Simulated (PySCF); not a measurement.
# FGa: the cost of one run

Program: PySCF 2.14.0. Level of theory: each script names its method and basis. These are calculated values, not measurements.

## Step 1: The starting structure

GaF⁺: 2 atoms, charge 1, spin multiplicity 2.

Bond lengths: Ga1–F2 1.824 Å.

## Step 2: The base run

Input file input.py:

```python
from pyscf import gto, scf, cc

mol = gto.M(
    atom='Ga 0 0 0; F 0 0 1.824',
    basis='sbkjc',
    ecp={'Ga': 'sbkjc', 'F': 'sbkjc'},
    charge=1,
    spin=1,
    verbose=4,
)
mf = scf.ROHF(mol)
mf.kernel()
mycc = cc.CCSD(mf, frozen=4)
mycc.kernel()
mf.dip_moment()
print('orbital energies (hartree):', mf.mo_energy[..., max(0, mol.nelec[1]-3):mol.nelec[0]+3].round(4))
```

Launch:

```console
$ OMP_NUM_THREADS=1 python input.py
```

What time and memory should one allow on 1 thread of Intel Xeon Platinum 8259CL at 2.50GHz, shared host?

About 3.4 s, with a peak of 0.17 GiB.
